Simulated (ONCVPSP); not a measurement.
# Zirconium: generating and testing an ONCV potential

Do these settings give a usable potential? It is generated, then checked for transferability, scattering, ghosts and hardness.

The numbers are computed with ONCVPSP 4.0.1 (PBE, scalar-relativistic, spin-unpolarised reference atom).

## (1) Settings

The settings as typed:

- element: zirconium (Zr, Z = 40)
- type: optimised norm-conserving Vanderbilt (ONCV)
- frozen core: [Ar] 3d10
- valence charge: 12
- reference configuration: 4s2 4p6 4d2 5s2
- partial waves: 4s+5s: rc 1.85 bohr, ncon 4, nbas 8, qcut 6.2 1/bohr, 3 projectors, debl 2.9 Ha; 4p: rc 1.60 bohr, ncon 4, nbas 9, qcut 9.2 1/bohr, 1 projector; 4d: rc 2.00 bohr, ncon 4, nbas 9, qcut 5.1 1/bohr, 3 projectors, debl 1.7 Ha
- local potential: polynomial inside 1.15 bohr (lpopt 4, dvloc0 2 Ha)
- core correction: polynomial model core, fcfact 0.7

An earlier all-electron run gives the scale for the radii.

All-electron outer shells of the reference configuration (PBE, scalar-relativistic, ld1.x):

```
shell  level (eV)  outermost node (bohr)  outermost maximum (bohr)
   3d     -174.71                      –                      0.35
   4s      -54.50                   0.55                      1.08
   4p      -32.46                   0.56                      1.17
   5s       -4.44                   1.47                      3.15
   4d       -3.60                   0.58                      1.59
   5p       -1.47                   1.70                      4.15
```

## (2) The generation run

Zr.dat reads:

```
# ATOM AND REFERENCE CONFIGURATION
# atsym  z   nc   nv     iexc    psfile
  Zr 40.00    6    4        4      upf
#
#   n    l    f
    1    0    2.00
    2    0    2.00
    2    1    6.00
    3    0    2.00
    3    1    6.00
    3    2   10.00
    4    0    2.00
    4    1    6.00
    4    2    2.00
    5    0    2.00
#
# PSEUDOPOTENTIAL AND OPTIMIZATION
# lmax
    2
#
#   l,   rc,      ep,       ncon, nbas, qcut
    0    1.85    0.00    4    8    6.20
    1    1.60    0.00    4    9    9.20
    2    2.00    0.00    4    9    5.10
#
# LOCAL POTENTIAL
# lloc, lpopt,  rc(5),   dvloc0
    4    4    1.15    2.00
#
# VANDERBILT-KLEINMAN-BYLANDER PROJECTORs
# l, nproj, debl
    0    3    2.90
    1    1    1.30
    2    3    1.70
#
# MODEL CORE CHARGE
# icmod, fcfact, rcfact
    1    0.70    0.00
#
# LOG DERIVATIVE ANALYSIS
# epsh1, epsh2, depsh
   -4.00    5.00    0.02
#
# OUTPUT GRID
# rlmax, drl
    6.00    0.01
#
# TEST CONFIGURATIONS
# ncnf
    4
# nvcnf
#   n    l    f
    4
    4    0    2.00
    4    1    6.00
    4    2    2.00
    5    0    1.00
#
    4
    4    0    2.00
    4    1    6.00
    4    2    2.00
    5    0    0.00
#
    4
    4    0    2.00
    4    1    6.00
    4    2    1.00
    5    0    0.00
#
    4
    4    0    2.00
    4    1    6.00
    4    2    2.50
    5    0    1.50
#
```

Run with:

```console
$ oncvpsp.x < Zr.dat > Zr.out
```

What does the calculation give? Wanted: cutoffs for 1 and 0.1 mHa per electron, occupied waves; bound ghosts; GHOST(+) flags; largest test error; largest phase difference near zero energy, channels read; rms error of d²Exc/dn², without and with the model core.

As calculated:

| quantity | value |
| --- | --- |
| cutoffs for 1 and 0.1 mHa per electron, occupied waves | 25 Ha and 35 Ha |
| bound ghosts | none found |
| GHOST(+) flags | s at 335 eV |
| largest test error (AE − PS) | -7.0 meV, for 4s2 4p6 4d2 5s0 |
| largest phase difference near zero energy, channels read | 0.006 rad |
| rms error of d²Exc/dn², without and with the model core | 2.32 and 1.18 mHa |

In words: By total energies transferability is good: the largest error is 7.0 meV on 20.1 eV, for 4s2 4p6 4d2 5s0. The potential is of middling hardness: the looser tolerance needs 25 Ha. At the looser tolerance the 4p wave is the slowest; 4s needs 14 Ha. The program's ghost test flags no bound state. Near zero energy the phases of the channels with partial waves agree within 0.006 rad. The program also flags highly localised states, GHOST(+) (s). These are tests on the free atom; a crystal test is still owed.
